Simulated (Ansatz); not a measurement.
Crystal: NbPd4.

```
CELL_PARAMETERS angstrom
1.41760 0.81845 11.49527
-1.41760 0.81845 11.49527
0.00000 -1.63690 11.49527
ATOMIC_POSITIONS crystal
Pd 0.60062 0.60062 0.60062
Pd 0.19992 0.19992 0.19992
Pd 0.80008 0.80008 0.80008
Pd 0.39938 0.39938 0.39938
Nb 0.00000 0.00000 0.00000
```

The cell comes from a database or a generator and needn't be the stable form of this composition.

* Program: Ansatz 0.2.0
* Task: relaxation of cell and atoms
* Functional: PBEsol
* Potentials or basis: JTH PAW
* Cutoff: 1170 eV (not typed: the program's choice for these potentials)
* k mesh: 11 × 11 × 11
* Occupations: fermi-dirac, width 0.05 eV
* Spin: no spin polarisation

At the start: volume 16.00 Å³/atom.

Where does the relaxation end?

It ends after 5 steps and the volume is 15.05 Å³/atom (-5.9 %); space group R-3m (No. 166, to 0.05 Å).

The path:
| step | energy change (eV) | largest force (eV/Å) | volume (Å³) |
| --- | --- | --- | --- |
| 1 | 0.0000 | 0.0747 | 80.02 |
| 2 | -0.1587 | 0.0208 | 76.05 |
| 3 | -0.1636 | 0.0068 | 75.17 |
| 4 | -0.1637 | 0.0021 | 75.27 |
| 5 | -0.1632 | 0.0022 | 75.27 |

Final structure:
```
CELL_PARAMETERS angstrom
1.38673 0.80063 11.29997
-1.38673 0.80063 11.29997
0.00000 -1.60125 11.29997
ATOMIC_POSITIONS crystal
Pd 0.60030 0.60030 0.60030
Pd 0.19987 0.19987 0.19987
Pd 0.80013 0.80013 0.80013
Pd 0.39970 0.39970 0.39970
Nb 0.00000 0.00000 0.00000
```

Caveat: the plane-wave basis is chosen anew once the cell has moved, so the energies of steps on either side of that aren't comparable.
